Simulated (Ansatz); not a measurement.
**BClGaH₂ radical (SMILES Cl[B][GaH2]): single points off equilibrium**

One table from this session's results is given with a row withheld; the runs are named, their logs left out.

Computed with Ansatz 0.2.0, Gaussian basis. Level: single points in def2-TZVPP.

Cores are frozen in the correlated methods. Filled d shells of the heavier atoms are correlated. Orbitals are unrestricted.

**The starting structure**

SMILES `Cl[B][GaH2]`, 5 atoms, charge 0, spin multiplicity 2.

Atoms are counted from 1 here; the program's logs count them from 0.

Bond lengths: Cl1–B2 1.739 Å, Cl1–Ga3 2.604 Å, B2–Ga3 2.139 Å, Ga3–H4 1.540 Å, Ga3–H5 1.611 Å. Angles: B2–Cl1–Ga3 54.7°, Cl1–B2–Ga3 83.7°, Cl1–Ga3–B2 41.6°, Cl1–Ga3–H4 103.3°, Cl1–Ga3–H5 97.3°, B2–Ga3–H4 124.0°, B2–Ga3–H5 116.2°, H4–Ga3–H5 108.8°.

As a file:

```xyz
5
charge 0, multiplicity 2
Cl   -0.8659   -0.6873    1.5409
B     0.7851   -1.0472    1.1289
Ga    0.3802    0.1841   -0.5732
H    -0.5546   -0.2234   -1.7274
H     0.1956    1.7580   -0.2852
```

The first run:

File run/in.yaml:

```yaml
crystal:
  periodic: [false, false, false]
  atoms:
    - {symbol: Cl, position_ang: [-0.865900, -0.687300, 1.540900]}
    - {symbol: B, position_ang: [0.785100, -1.047200, 1.128900]}
    - {symbol: Ga, position_ang: [0.380200, 0.184100, -0.573200]}
    - {symbol: H, position_ang: [-0.554600, -0.223400, -1.727400]}
    - {symbol: H, position_ang: [0.195600, 1.758000, -0.285200]}
basis:
  gaussian: {orbitals: def2-TZVPP}
magnetization: {spin_polarized: true, initial_magnetization: 1}
correlation: {method: ccsd_t}
scf: {omitted_lower_state_checks: [cluster_reference]}
output: {forces: true}
```

The command line of these runs was not kept.

Among the steps run: CCSD(T)/def2-TZVPP; PBE0-D4/def2-TZVPP; wB97M-V/def2-TZVPP; r2SCAN-D4/def2-TZVPP; PBE-D4/def2-TZVPP; CAM-B3LYP-D4/def2-TZVPP; SPW92/def2-TZVPP.

One table of the session follows, with a row left open; its other results are not shown here.

| method | RMS force component (eV/Å) | angle to CCSD(T) forces (°) | dipole (D) |
| --- | --- | --- | --- |
| CCSD(T) | 0.578 | reference | 0.39 |
| PBE0-D4 | 0.536 | 10.7 | 0.36 |
| wB97M-V | 0.540 | 7.9 | 0.35 |
| r2SCAN-D4 | 0.561 | 8.8 | 0.42 |
| PBE-D4 | 0.549 | 12.4 | 0.34 |
| CAM-B3LYP-D4 | ? | ? | ? |
| SPW92 | 0.482 | 25.5 | 0.34 |

Estimate the missing values for CAM-B3LYP-D4.

**Answer.** RMS force component (eV/Å): 0.553; angle to CCSD(T) forces (°): 13.1; dipole (D): 0.40. In the column «RMS force component (eV/Å)» it lies between PBE-D4 (0.549) and r2SCAN-D4 (0.561).
